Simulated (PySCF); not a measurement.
# C2H10BSi: the cost of one run

Computed with PySCF 2.14.0, with density-fitted response routines of our own, on a single molecule, in the gas phase or a continuum. Atoms are numbered from 0 throughout.

### Step 1. Starting geometry

14 atoms, charge -1, multiplicity 1; geometry from: GFN2-xTB. The atoms were then displaced at random by about 0.01 Å, so the start is not that level's minimum.

Bonds of the start (Å): C0–B1 1.62, B1–C2 1.66, C2–Si3 1.89, C0–H4 1.11, C0–H5 1.11, C0–H6 1.09, B1–H7 1.22, B1–H8 1.21, C2–H9 1.12, C2–H10 1.10, Si3–H11 1.47, Si3–H12 1.50, Si3–H13 1.45.

### Step 2. Relaxing the molecule at PBE0-D3(BJ)/def2-SVP

What the job is given:

```
{"job": {"xc": "PBE0", "basis": "def2-SVP", "d3": "d3bj", "grid": 1, "shake": 0.01, "kind": "geom"}, "charge": -1, "multiplicity": 1}
C     -1.712280     0.217960    -0.135800
B     -0.876310    -0.398880     1.103660
C      0.657400     0.243290     1.109220
Si     1.782650    -0.117940    -0.369460
H     -1.796780     1.328510    -0.097550
H     -2.766600    -0.122370    -0.161370
H     -1.282580    -0.002070    -1.110590
H     -1.390870    -0.107890     2.167590
H     -0.808870    -1.606350     1.019500
H      1.196280    -0.121730     2.023200
H      0.605650     1.331840     1.249950
H      1.857650    -1.542100    -0.734700
H      1.360960     0.607380    -1.615920
H      3.166540     0.275270    -0.175450
```

On the command line:

```bash
OMP_NUM_THREADS=1 python probes_run.py task.json out
```

This one command runs all jobs of the session in turn.

Q: Estimate the wall time and peak memory of this first job on 1 thread of Intel Xeon Platinum 8259CL at 2.50GHz, shared host.

About 90 s, with a peak of 0.48 GiB.
